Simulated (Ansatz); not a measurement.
## Br, space group I4/mmm: a relaxation of cell and ions, step by step

With the Ansatz DFT code, driven from Python.

`br.cif`
```cif
data_Br
_cell_length_a 4.105032
_cell_length_b 4.105032
_cell_length_c 4.105032
_cell_angle_alpha 139.42054
_cell_angle_beta 139.42054
_cell_angle_gamma 58.73419
_symmetry_space_group_name_H-M 'P 1'
_symmetry_Int_Tables_number 1
loop_
_symmetry_equiv_pos_as_xyz
'x, y, z'
loop_
_atom_site_label
_atom_site_type_symbol
_atom_site_fract_x
_atom_site_fract_y
_atom_site_fract_z
Br1 Br    0.000000    0.000000    0.000000
```

The cells in order, each with its output:

In [1]:
```python
import ansatz as az
from ase import Atoms
from ase.io import write
from ase.io import read
from ase.neighborlist import neighbor_list
import numpy as np

SMEARING = "Marzari-Vanderbilt"
WIDTH_EV = 0.3
SCF_TOL = 1e-05
MAX_SCF = 80
FMAX = 0.001
```

In [2]:
```python
def edges_and_angles(cell):
    cell = np.asarray(cell)
    a, b, c = np.linalg.norm(cell, axis=1)
    cosines = cell[1] @ cell[2] / (b * c), cell[0] @ cell[2] / (a * c), cell[0] @ cell[1] / (a * b)
    return (a, b, c, *np.degrees(np.arccos(cosines)))
```

In [3]:
```python
atoms = read("br.cif")
crystal = az.Crystal.from_ase(atoms)
```

In [4]:
```python
setup = crystal.calculation()
setup = setup.functional(az.Functional.PBESOL)
setup = setup.pseudopotentials("nc").kpoints(14, center="monkhorst-pack")
setup = setup.occupations(SMEARING, width=WIDTH_EV).scf(tolerance=SCF_TOL, max_iterations=MAX_SCF)
setup = setup.relax(force_tolerance=FMAX, fix_cell=["shape"])
setup = setup.density_of_states(energy_step=0.05)
steps = []
```

In [5]:
```python
def collect(event):
    if event["event"] == "relax_step":
        steps.append(event["data"])
```

In [6]:
```python
result = setup.session().plan().execute(on_event=collect)
data = result.report
```
```text
DeckWarning: basis.ecutwfc = 625.861884 eV, auto-derived from the records' recommended cutoffs: set by Br (normal level)
DeckWarning: scf.convergence.dr2_threshold = 1e-5 eV is looser than this run's default, which is 1e-7 eV or tighter. The error in the forces grows as the threshold's square root, so leave the key out unless less accurate forces are enough
DeckWarning: relax.cell: scf.convergence.dr2_threshold = 1e-5 eV is looser than the 1e-10 eV advised for a relaxation that steers and ends on the stress (1e-10 eV for each atom of the cell: 1). What an SCF threshold leaves in a stress goes as its square root, and in the free energy as the threshold itself, and one threshold admits the most on a small cell: of the crystals measured, under no [...]
```

In [7]:
```python
data["mixing_algorithm"], data["preconditioner"], data["eigensolver"]
```
Out [7]:
```text
('MSR1', 'none', 'band_cg')
```

In [8]:
```python
for s in steps:
    flag = "" if s["accepted"] else "  (rejected)"
    print("step %2d  E = %.5f eV  largest force component = %.4f eV/A%s" % (s["step"], s["lagrangian_ev"], s["allowed_force_max_ev_ang"], flag))
```
```text
step  1  E = -427.50786 eV  largest force component = 0.0000 eV/A
step  2  E = -427.51181 eV  largest force component = 0.0000 eV/A
step  3  E = -427.51181 eV  largest force component = 0.0000 eV/A
step  4  E = -427.51174 eV  largest force component = 0.0000 eV/A
```

In [9]:
```python
first, last = steps[0], steps[-1]
symbols = [site.symbol for site in result.lattice.sites]
print(f"energy gained {first['lagrangian_ev'] - last['lagrangian_ev']:.4f} eV in {len(steps) - 1} steps")
for label, vectors in (("before", first["cell_ang"]), ("after", result.lattice.cell_ang)):
    print(label, "a b c (A) {:.4f} {:.4f} {:.4f}  angles {:.2f} {:.2f} {:.2f}".format(*edges_and_angles(vectors)), f" V = {abs(np.linalg.det(vectors)):.3f} A^3")
print("final stress xx yy zz (GPa, compression positive):", np.round(np.diag(data["stress_gpa"]), 3) + 0.0)
```
```text
energy gained 0.0039 eV in 3 steps
before a b c (A) 4.1050 4.1050 4.1050  angles 139.42 139.42 58.73  V = 28.997 A^3
after a b c (A) 4.0596 4.0596 4.0596  angles 139.42 139.42 58.73  V = 28.045 A^3
final stress xx yy zz (GPa, compression positive): [ 0.249 -0.068 -0.215]
```

In [10]:
```python
final = Atoms(symbols, positions=last["positions_ang"], cell=result.lattice.cell_ang, pbc=True)
i, j, d = neighbor_list("ijd", final, 4.5)
print("neighbours within 1.15 times the shortest distance of each atom (A)")
for atom in range(len(final)):
    near = [m for m in np.argsort(d) if i[m] == atom]
    shell = [m for m in near if d[m] < 1.15 * d[near[0]]]
    print(f"{symbols[atom]}{atom} ({len(shell)}):", ", ".join(f"{symbols[j[m]]} {d[m]:.3f}" for m in shell))
```
```text
neighbours within 1.15 times the shortest distance of each atom (A)
Br0 (4): Br 2.815, Br 2.815, Br 2.815, Br 2.815
```

In [11]:
```python
relaxed = Atoms(symbols, positions=[site.position_ang for site in result.lattice.sites], cell=result.lattice.cell_ang, pbc=True)
write("relaxed.cif", relaxed, format="cif")
```

In [12]:
```python
for key in ("converged", "n_iterations", "n_electrons", "n_kpoints", "n_pw", "n_symmetry_ops", "free_energy_ev", "fermi_energy_ev"):
    print(f"{key:18s} {data[key]}")
```
```text
converged          True
n_iterations       2
n_electrons        7.0
n_kpoints          240
n_pw               1031
n_symmetry_ops     16
free_energy_ev     -427.5117351051668
fermi_energy_ev    4.052984986064104
```

In [13]:
```python
dos = result.density_of_states()
energy = np.asarray(dos.energies_ev) - dos.fermi_ev
states, count = np.asarray(dos.spin_summed_g_bin_mean_per_ev), np.asarray(dos.spin_summed_integrated)
g_fermi = float(np.interp(0.0, energy, states))
print(f"g(E_F) = {g_fermi:.3f} states/eV per cell")
gamma = np.pi ** 2 / 3 * 8.617333e-5 ** 2 * g_fermi * 96485.33e3 / len(result.lattice.sites)
print(f"bare Sommerfeld coefficient {gamma:.2f} mJ/(mol of atoms K^2)")
for low, high in ((-10, -6), (-6, -3), (-3, 0), (0, 3)):
    print(f"states between {low} and {high} eV: {np.interp(high, energy, count) - np.interp(low, energy, count):.3f}")
```
```text
g(E_F) = 0.424 states/eV per cell
bare Sommerfeld coefficient 1.00 mJ/(mol of atoms K^2)
states between -10 and -6 eV: 0.062
states between -6 and -3 eV: 2.156
states between -3 and 0 eV: 2.822
states between 0 and 3 eV: 0.960
```

It writes `relaxed.cif`:
```cif
data_image0
_chemical_formula_structural       Br
_chemical_formula_sum              "Br1"
_cell_length_a       4.059595316198989
_cell_length_b       4.059595316198988
_cell_length_c       4.059595316198988
_cell_angle_alpha    139.42054031610937
_cell_angle_beta     139.42054031610934
_cell_angle_gamma    58.7341915194658

_space_group_name_H-M_alt    "P 1"
_space_group_IT_number       1

loop_
  _space_group_symop_operation_xyz
  'x, y, z'

loop_
  _atom_site_type_symbol
  _atom_site_label
  _atom_site_symmetry_multiplicity
  _atom_site_fract_x
  _atom_site_fract_y
  _atom_site_fract_z
  _atom_site_occupancy
  Br  Br1       1.0  0.0  0.0  0.0  1.0000
```

The settings weren't tested for convergence. The cell holds an odd number of electrons and is run without spin, so a magnetic state may lie lower. Only differences from the Fermi energy are physical; the zero of the scale is a convention. Energies along a relaxation are free energies. Rows at an unchanged volume are solved on a plane-wave basis chosen afresh for that cell, so the energy jumps there and such rows are no steps of the walk. Edges and angles are those of the cell as typed, here a primitive one, not of the conventional cell. This isn't the structure that Br takes at ambient conditions. Warnings are shown shortened and without file and line. The density of states is complete only as far up as bands were computed. Hardware and time: 13 s on 1 thread of Arm Neoverse V2, with other jobs on the host, peak memory 0.47 GiB.

(Lines on the test bed's own set-up are left out of the output.)
